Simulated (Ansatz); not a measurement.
## CH2FIO, SMILES OC(F)I: a geometry optimisation, step by step

Computed with Ansatz 0.2.0, Python API.

Interactive session:
```pycon
>>> import ansatz
>>> from ase import Atoms
>>> import numpy as np
>>> BASIS_SET = 'def2-SVP'
>>> XC = 'r2SCAN'
>>> atoms = Atoms(['O', 'C', 'F', 'I', 'H', 'H'], positions=[
...     [0.5901, 0.9755, 0.0094],
...     [-0.0048, -0.2536, 0.2771],
...     [0.4439, -1.0609, -0.7116],
...     [-1.9956, -0.1364, 0.1236],
...     [0.6392, 0.9987, -0.9869],
...     [0.3693, -0.5874, 1.2422],
... ])
>>> ch2fio = ansatz.Crystal.molecule_from_ase(atoms)
>>> model = (
...     ch2fio.calculation()
...     .basis(gaussian=BASIS_SET)
...     .functional(XC)
... )
>>> symbols = [site.symbol for site in ch2fio.cartesian_sites]
>>> start = np.array([site.position_ang for site in ch2fio.cartesian_sites], dtype=float)
>>> def progress(event):
...     if event['event'] == 'relax_step':
...         row = event['data']
...         print(f'step {row["step"]:3d}  E = {row["lagrangian_ev"]:.6f} eV  max force {row["allowed_force_max_ev_ang"]:.4f} eV/A')
...
>>> report = model.relax(force_tolerance=0.005, max_steps=100).session().plan().execute(on_event=progress).report
step   1  E = -13929.367535 eV  max force 3.6494 eV/A
step   2  E = -13929.819703 eV  max force 2.0931 eV/A
step   3  E = -13929.900345 eV  max force 1.0746 eV/A
step   4  E = -13929.914707 eV  max force 1.2087 eV/A
step   5  E = -13929.943340 eV  max force 0.1807 eV/A
step   6  E = -13929.947276 eV  max force 0.1881 eV/A
step   7  E = -13929.947853 eV  max force 0.0183 eV/A
step   8  E = -13929.947864 eV  max force 0.0054 eV/A
step   9  E = -13929.947865 eV  max force 0.0008 eV/A
>>> end = np.array(report['positions_ang'])
>>> print('reference energy %16.6f eV' % report['reference_energy_ev'])
reference energy    -13929.947871 eV
>>> print('total energy     %16.6f eV' % report['free_energy_ev'])
total energy        -13929.947871 eV
>>> print('occupied (up, down):', report['n_occupied'], ' virtual:', report['n_virtual'], ' frozen:', report['n_frozen'])
occupied (up, down): [25, 25]  virtual: [53, 53]  frozen: 0
>>> print('final positions (A) and the move of each atom')
final positions (A) and the move of each atom
>>> for symbol, xyz, old in zip(symbols, end, start):
...     print(f'{symbol:2s} {xyz[0]:10.5f} {xyz[1]:10.5f} {xyz[2]:10.5f}   {np.linalg.norm(xyz - old):7.4f}')
...
O     0.71747    0.91530   -0.03276    0.1471
C     0.12187   -0.25697    0.22198    0.1382
F     0.48138   -1.22136   -0.65444    0.1744
I    -2.12173   -0.11688    0.10860    0.1285
H     0.51198    1.18704   -0.94262    0.2316
H     0.33113   -0.57123    1.25305    0.0429
>>> charges = report['charge_distribution']
>>> print('dipole moment', round(4.803205 * float(np.linalg.norm(charges['dipole_moment_e_ang'])), 3), 'D')
dipole moment 1.391 D
>>> print('Mulliken:', [(s, round(q, 3)) for s, q in zip(symbols, charges['mulliken_charges_e'])])
Mulliken: [('O', -0.216), ('C', 0.221), ('F', -0.201), ('I', -0.109), ('H', 0.211), ('H', 0.095)]
```

Notes:
- The settings weren't tested for convergence.
- The end point is the stationary point reached from this start; no frequency run checks that it is a minimum, and the basis set is modest.
- def2 sets replace the cores of elements past krypton by effective core potentials.
- It ran for 37 s on 1 thread of Arm Neoverse V2, with other jobs on the host, peak memory 0.23 GiB.

(Lines on the test bed's own set-up are left out of the output.)
